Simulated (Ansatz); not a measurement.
**SnH4 (SMILES [SnH4]) at BHLYP/STO-3G**

Aim: the electronic atomisation energy of SnH4 at BHLYP/STO-3G, from 3 runs. 

The results are computed with Ansatz 0.2.0.

### 1 The structure to begin with

The species is SnH4 (5 atoms), meant as a singlet with charge 0. SMILES: `[SnH4]`. The shape is that of a PBE0-D4/def2-TZVP optimisation.

Bond lengths: Sn1–H2 1.704 Å, Sn1–H3 1.704 Å, Sn1–H4 1.704 Å, Sn1–H5 1.704 Å. Angles: H2–Sn1–H3 109.5°, H2–Sn1–H4 109.5°, H2–Sn1–H5 109.5°, H3–Sn1–H4 109.5°, H3–Sn1–H5 109.5°, H4–Sn1–H5 109.5°.

### 2 The energy at BHLYP/STO-3G

run.yaml reads:

```yaml
crystal:
  periodic: [false, false, false]
  atoms:
    - {symbol: Sn, position_ang: [0.000030, 0.000010, 0.000040]}
    - {symbol: H, position_ang: [0.823920, -0.853480, 1.222940]}
    - {symbol: H, position_ang: [-1.563610, 0.403420, 0.543140]}
    - {symbol: H, position_ang: [-0.116810, -0.974610, -1.392490]}
    - {symbol: H, position_ang: [0.856470, 1.424640, -0.373640]}
basis:
  gaussian: {orbitals: STO-3G}
total_charge: 0
hamiltonian: {xc: {name: BHLYP}}
accuracy: high
```

Run with:

```sh
ansatz run run.yaml --threads 1 --pin off --max-ram 3480MiB --events-out events.jsonl --progress --plain --runs-dir runs
```

Standard output:

```text
Warning: RAYON_NUM_THREADS=1 ignored (pool sized by the plan → 1); use --threads N
Functional definition: BHLYP
  name "BHLYP"
  parameter a = 0.5
  exchange = (1 - a)*b88_x + a*exact_x
  correlation = lyp_c
543 factors; integrals over basis functions are off by at most 4.9e-9 eV
mean field evaluation 1: about -162394.5943 eV, gradient 5.3e0 eV
mean field evaluation 2: about -162394.7534 eV, gradient 1.2e0 eV
mean field evaluation 4: about -162394.6960 eV, gradient 1.3e-1 eV
mean field evaluation 8: about -162394.6961 eV, gradient 7.2e-6 eV
mean field -162394.69607547 eV, -5967.8950056951 hartree, gradient 5.2e-8 eV, S^2 0.000000; 0 other end points of the search recorded, 0 dependent functions left out
reference -162394.69609306 eV, -5967.8950063415 hartree; 27, 27 occupied and 4, 4 virtual orbitals, 543 factors
Total energy: -162394.69609306 eV, -5967.8950063415 hartree
```

Wall time 1.3 s (1 thread of Arm Neoverse V2, shared host); peak memory 0.1 GiB.

### 3 The H atom at the same level

in.yaml reads:

```yaml
crystal:
  periodic: [false, false, false]
  atoms:
    - {symbol: H, position_ang: [0.000000, 0.000000, 0.000000]}
basis:
  gaussian:
    orbitals: STO-3G
magnetization:
  spin_polarized: true
  initial_magnetization: 1
hamiltonian:
  xc: {name: BHLYP}
accuracy: high
```

Run the same way, it converges to -0.46466 Eh (log not shown).

### 4 The Sn atom, same level

in.yaml reads:

```yaml
crystal:
  periodic: [false, false, false]
  atoms:
    - {symbol: Sn, position_ang: [0.000000, 0.000000, 0.000000]}
basis:
  gaussian: {orbitals: STO-3G}
magnetization: {spin_polarized: true, initial_magnetization: 2}
hamiltonian: {xc: {name: BHLYP}}
accuracy: high
```

Run the same way, it converges to -5965.37809 Eh (log not shown).

### 5 What came out

Level: BHLYP/STO-3G.

```
                     quantity           value
       molecule: total energy  -5967.89501 Eh
         H atom: total energy     -0.46466 Eh
                 H atom: ⟨S²⟩           0.750
        Sn atom: total energy  -5965.37809 Eh
                Sn atom: ⟨S²⟩           2.000
electronic atomisation energy       17.912 eV
```

In words: Taking the molecule apart into free atoms costs 17.91 eV (413 kcal/mol), before zero-point energy and without spin-orbit coupling. In a minimal basis such a difference can be off by several eV, whatever the method. Relativity is left out (molecule) although the molecule holds a heavy atom. Relativity is left out (Sn atom) although the molecule holds a heavy atom.
